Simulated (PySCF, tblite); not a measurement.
**C₄H₁₄GeN₂: geometry, infrared bands and NMR shifts**

Aim: predict the infrared bands and NMR shifts of C₄H₁₄GeN₂ (`CC[N](C)[Ge@H]([CH3])[NH2]`).

Computed with tblite 0.8.0 and PySCF 2.14.0, with density-fitted response routines of our own, on a single molecule in the gas phase. Atoms are numbered from 0 throughout.

## Step 1: Starting geometry

21 atoms, charge 0, multiplicity 1; geometry from: force field or distance geometry start.

Bonds of the start (Å): C0–C1 1.50, C1–N2 1.42, N2–C3 1.44, N2–Ge4 1.82, Ge4–C5 1.95, Ge4–N6 1.85, C0–H7 1.09, C0–H8 1.13, C0–H9 1.14, C1–H10 1.13, C1–H11 1.13, C3–H12 1.12, C3–H13 1.12, C3–H14 1.09, Ge4–H15 1.57, C5–H16 1.13, C5–H17 1.09, C5–H18 1.13, N6–H19 1.04, N6–H20 1.05.

## Step 2: Relaxing the molecule with GFN2-xTB

What the job is given:

```
{"job": {"kind": "relax", "xc": "GFN2-xTB", "basis": "xTB"}, "charge": 0, "multiplicity": 1}
C     -1.340200    -1.659500     0.097900
C     -1.029300    -0.595700     1.111400
N     -0.577300     0.644100     0.592100
C     -1.542200     1.427700    -0.136400
Ge     1.149700     0.733400     0.016100
C      1.439900     0.010600    -1.776500
N      2.352800    -0.121800     1.127900
H     -0.607500    -1.739700    -0.710500
H     -1.431700    -2.633000     0.660800
H     -2.381400    -1.486900    -0.320800
H     -0.342400    -1.001000     1.917900
H     -1.990300    -0.422500     1.685000
H     -2.375800     1.736300     0.549000
H     -1.009700     2.343600    -0.493400
H     -1.958900     0.916300    -1.008000
H      1.563300     2.247500    -0.098400
H      1.992800     0.767900    -2.408500
H      0.526900    -0.337500    -2.269900
H      2.187900    -0.832900    -1.694900
H      3.341600     0.198600     1.037200
H      2.023000    -0.178500     2.121500
```

The run is started by

```console
$ OMP_NUM_THREADS=1 python probes_run.py task.json out
```

One launch serves the whole session: the jobs run in the order shown.

**Question.** This job is followed by: GFN2-xTB harmonic vibrations, gas phase; GIAO PBE0/pcSseg-1 NMR shielding, non-relativistic, gas phase. What will the session give for the following? strongest single infrared mode (GFN2-xTB); zero-point energy (GFN2-xTB); ¹³C shifts against TMS (PBE0/pcSseg-1); ¹H shifts against TMS (PBE0/pcSseg-1, means over atoms taken as alike); ¹⁵N shifts against NH3 (PBE0/pcSseg-1); ⁷³Ge shifts against GeMe4 (PBE0/pcSseg-1); surface potential, 1st and 99th percentile.

The runs gave:

| quantity | value |
| --- | --- |
| strongest single infrared mode (GFN2-xTB) | 1799 cm⁻¹, 509 km/mol |
| zero-point energy (GFN2-xTB) | 110.2 kcal/mol |
| ¹³C shifts against TMS (PBE0/pcSseg-1) | 47.6, 37.7, 15.5, 1.1 ppm |
| ¹H shifts against TMS (PBE0/pcSseg-1, means over atoms taken as alike) | 5.30, 3.91, 2.69, 2.53, 1.03, 0.28, -0.11 ppm |
| ¹⁵N shifts against NH3 (PBE0/pcSseg-1) | 41.2, 11.8 ppm |
| ⁷³Ge shifts against GeMe4 (PBE0/pcSseg-1) | 27 ppm |
| surface potential, 1st and 99th percentile | -1.30 V and 1.26 V |

What this shows: Relaxing lowered the energy by 0.602 eV in 104 steps; the close pair that moved most is C0–H9, from 1.135 to 1.088 Å. All 57 modes are real, so the xTB geometry is a minimum. The strongest single mode, at 1799 cm⁻¹, moves mainly H15. GFN2-xTB is a fitted tight-binding method: band positions and strengths are rough. Its intensities can rank the bands wrongly. C1 (sp3 CH2 bonded to N) lies farthest downfield among carbon, at 47.6 ppm; pulled downfield by the heteroatom. At PBE0/pcSseg-1: The largest span, 160 ppm, is at Ge4, where the paramagnetic term is -1454 ppm. Spin-orbit coupling is left out, which matters for shieldings and couplings at and beside the heavy atoms.
